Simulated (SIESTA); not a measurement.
MgFeCoO4 under changes of volume

One of the cells (10.293 Å³/atom); the others are scaled copies at fixed shape and fractional positions:

```
Co Fe Mg O
1.0
     4.99028    0.00000    0.00000
     0.00000    2.95047    0.00000
    -1.44924    0.00000    4.89336
Co Fe Mg O
1 1 1 4
Cartesian
  -0.7246 1.4752 2.4467
  1.7705 0.0000 2.4467
  0.0000 0.0000 0.0000
  3.4978 0.0000 1.4356
  0.0432 0.0000 3.4577
  0.8353 1.4752 1.3050
  2.7058 1.4752 3.5883
```

The cell comes from a database or a generator and needn't be the stable form of this composition.

* Program: SIESTA 5.4.2
* Functional: LDA
* Potentials or basis: PseudoDojo 0.4 standard (LDA files)
* Basis: DZP (energy shift 0.003 Ry; two zetas on semicore shells)
* Grid cutoff: 800 Ry
* Energy shift: 0.003 Ry
* k mesh: 4 × 7 × 4
* Occupations: fermi-dirac, width 0.05 eV
* Spin: collinear spin, ferromagnetic start
* Starting moments: [2.0, 3.0, 0.0, 0.0, 0.0, 0.0, 0.0] μB

| volume (Å³/atom) | energy over the lowest point (meV/atom) | pressure (GPa) | moment (μB per cell) | largest force (eV/Å) |
| --- | --- | --- | --- | --- |
| 9.675 | 0.00 | -0.8 | 4.64 | 0.522 |
| 9.881 | 3.54 | -4.9 | 4.72 | 0.575 |
| 10.087 | 12.16 | -8.6 | 4.78 | 0.754 |
| 10.293 | 25.28 | -11.9 | 4.83 | 0.918 |
| 10.498 | 42.39 | -14.8 | 4.88 | 1.069 |
| 10.704 | 63.15 | -17.5 | 4.92 | 1.210 |
| 10.910 | ? | ? | ? | ? |

Question: What does the run at 10.910 Å³/atom give?

Answer: Energy over the lowest point 87.13 meV/atom; pressure -19.8 GPa; moment 4.95 μB per cell; largest force 1.337 eV/Å.

Worked out: A Birch-Murnaghan fit of order 3 (a polynomial in V^(-2/3)) to the other rows has its minimum at 9.65 Å³/atom, just outside them, with B0 = V·E''(V) = 210 GPa and B' = 4.3 at fixed shape and positions, which overstates the stiffness. It gives 87.15 meV/atom at 10.910 Å³/atom, against the run's 87.13, and -dE/dV = -19.8 GPa, against -19.8. A parabola through the other rows of the moment, of slope 0.123 μB per Å³/atom there, extrapolates to 4.95 μB, against the run's 4.95.

Energies are extrapolated to zero smearing.

Caveats: short orbitals over semicore shells can move pressures by several GPa; the basis of atomic orbitals isn't converged, which shifts pressures, moduli and gaps; only a ferromagnetic start was run, and an antiferromagnetic order may lie lower in energy; forces of over 1 eV/Å show positions far from the minimum, so gaps and moduli don't describe the material at rest (some runs).
